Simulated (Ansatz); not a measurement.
# Ta3Sb: the cost of one run

Computed with Ansatz 0.2.0 through its Python package. The levels of theory stand in the script.

**1. Starting point**

Symmetry: Pm-3n, No. 223, cubic system. The conventional cell has a = 5.265 Å, b = 5.265 Å, c = 5.265 Å, α = 90.00°, β = 90.00°, γ = 90.00°. Around Ta (site symmetry -4m2) lie 2 Ta at 2.63 Å and 4 Sb at 2.94 Å. Around Sb (site symmetry m-3) lie 12 Ta at 2.94 Å.

No structure file is read: the coordinates are typed or built in the script.

**2. The script**

File ta3sb_lattice.py:

```python
# -*- coding: utf-8 -*-
from dataclasses import dataclass
import warnings

import ansatz
import numpy as np


@dataclass(frozen=True)
class Settings:
    cutoff_ev: int = 500
    k_density: float = 4.5
    occupations: str = 'fermi_dirac'


opts = Settings()

def edges_and_angles(cell):
    cell = np.asarray(cell)
    a, b, c = np.linalg.norm(cell, axis=1)
    cosines = cell[1] @ cell[2] / (b * c), cell[0] @ cell[2] / (a * c), cell[0] @ cell[1] / (a * b)
    return (a, b, c, *np.degrees(np.arccos(cosines)))


def main():
    warnings.simplefilter('ignore', ansatz.DeckWarning)

    lattice = ansatz.Lattice.of(
        (5.265, 0.0, 0.0),
        (0.0, 5.265, 0.0),
        (0.0, 0.0, 5.265),
    )
    sites = [
        ('Ta', (0.25, 0.0, 0.5)),
        ('Ta', (0.5, 0.75, 0.0)),
        ('Ta', (0.75, 0.0, 0.5)),
        ('Ta', (0.5, 0.25, 0.0)),
        ('Ta', (0.0, 0.5, 0.75)),
        ('Ta', (0.0, 0.5, 0.25)),
        ('Sb', (0.0, 0.0, 0.0)),
        ('Sb', (0.5, 0.5, 0.5)),
    ]
    system = ansatz.Crystal(lattice=lattice)
    for symbol, position in sites:
        system = system.atom(symbol, position)

    model = (
        system.calculation()
        .basis(opts.cutoff_ev)
        .kpoints(density=opts.k_density)
        .occupations(opts.occupations, width=100 * ansatz.meV)
        .relax(cell=True, max_steps=100)
    )

    levels = [('pbesol', 'd3bj'), ('r2scan', 'd4'), ('blyp', 'd3bj')]
    print('level            a       b       c    alpha   beta  gamma  V/atom  steps')
    for name, dispersion in levels:
        seen = []
        run = model.functional(name, dispersion=dispersion).session().plan()
        result = run.execute(on_event=lambda e: seen.append(e) if e['event'] == 'relax_step' else None)
        cell = result.lattice.cell_ang
        label = name if dispersion == 'none' else f'{name}+{dispersion}'
        print('{:13s} {:7.4f} {:7.4f} {:7.4f} {:6.2f} {:6.2f} {:6.2f}'.format(label, *edges_and_angles(cell)), f'{abs(np.linalg.det(cell)) / len(result.lattice.sites):7.3f} {len(seen):5d}')


if __name__ == '__main__':
    main()
```

**3. The calls as engine input**

The package turns the script's settings into the engine's input (first run):

```yaml
crystal:
  lattice:
    - [5.265, 0.0, 0.0]
    - [0.0, 5.265, 0.0]
    - [0.0, 0.0, 5.265]
  atoms:
    - { symbol: Ta, position: [0.25, 0.0, 0.5] }
    - { symbol: Ta, position: [0.5, 0.75, 0.0] }
    - { symbol: Ta, position: [0.75, 0.0, 0.5] }
    - { symbol: Ta, position: [0.5, 0.25, 0.0] }
    - { symbol: Ta, position: [0.0, 0.5, 0.75] }
    - { symbol: Ta, position: [0.0, 0.5, 0.25] }
    - { symbol: Sb, position: [0.0, 0.0, 0.0] }
    - { symbol: Sb, position: [0.5, 0.5, 0.5] }
basis:
  ecutwfc: 500.0
kpoints:
  mp_grid:
    kspacing: 0.2222222222222222
hamiltonian:
  xc: pbesol
  dispersion: d3bj
scf:
  occupations:
    method: fermi_dirac
    width: 0.1
relax:
  max_steps: 100
  cell: {}
```

**4. Running it**

The run is started by

```
$ python ta3sb_lattice.py
```

What time and memory should one allow on 1 thread of Arm Neoverse V2, shared host?

About 3.2 min, with a peak of 0.85 GiB.
